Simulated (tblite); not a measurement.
# C6H11BrOSi: the cost of one run

The runs use tblite 0.8.0 and PySCF 2.14.0, with density-fitted response routines of our own; the level of theory stands in each step. All values are computed, except where a source is named. Atoms are numbered from 0 throughout.

## (1) The molecule as given

20 atoms, charge 0, multiplicity 1; geometry from: force field or distance geometry start.

Bonds of the start (Å): C0–C1 1.33, C1–C2 1.52, C2–C3 1.52, C3–Br4 2.00, C3–Si5 1.87, Si5–C6 1.89, C6–C7 1.51, C6–O8 1.22, C0–H9 1.09, C0–H10 1.09, C1–H11 1.09, C2–H12 1.11, C2–H13 1.10, C3–H14 1.09, Si5–H15 1.50, Si5–H16 1.50, C7–H17 1.09, C7–H18 1.09, C7–H19 1.09.

## (2) Geometry optimisation with GFN2-xTB

What the job is given:

```
{"job": {"kind": "relax", "xc": "GFN2-xTB", "basis": "xTB"}, "charge": 0, "multiplicity": 1}
C     -3.667400    -0.603300    -1.161500
C     -2.356200    -0.752700    -1.286100
C     -1.325500     0.014500    -0.475300
C     -0.441000    -0.870200     0.382400
Br    -1.508800    -1.597500     1.904100
Si     1.042500    -0.036500     1.146200
C      2.271200     0.509600    -0.186300
C      3.457200     1.338500     0.231800
O      2.043500     0.149800    -1.330600
H     -4.363500    -1.186500    -1.764600
H     -4.113300     0.102500    -0.460100
H     -1.971000    -1.478300    -1.997500
H     -1.836400     0.784100     0.144300
H     -0.716900     0.565500    -1.208100
H     -0.120500    -1.756800    -0.161800
H      1.737000    -0.946100     2.117600
H      0.616700     1.155700     1.943400
H      4.067800     0.777400     0.941600
H      4.057800     1.561500    -0.648500
H      3.121800     2.279300     0.672700
```

The run is started by

```
OMP_NUM_THREADS=1 python probes_run.py task.json out
```

This one command runs all jobs of the session in turn.

Q: Estimate the wall time and peak memory of this first job on 1 thread of Arm Neoverse N1, shared host.

About 1.6 s, with a peak of 0.18 GiB.
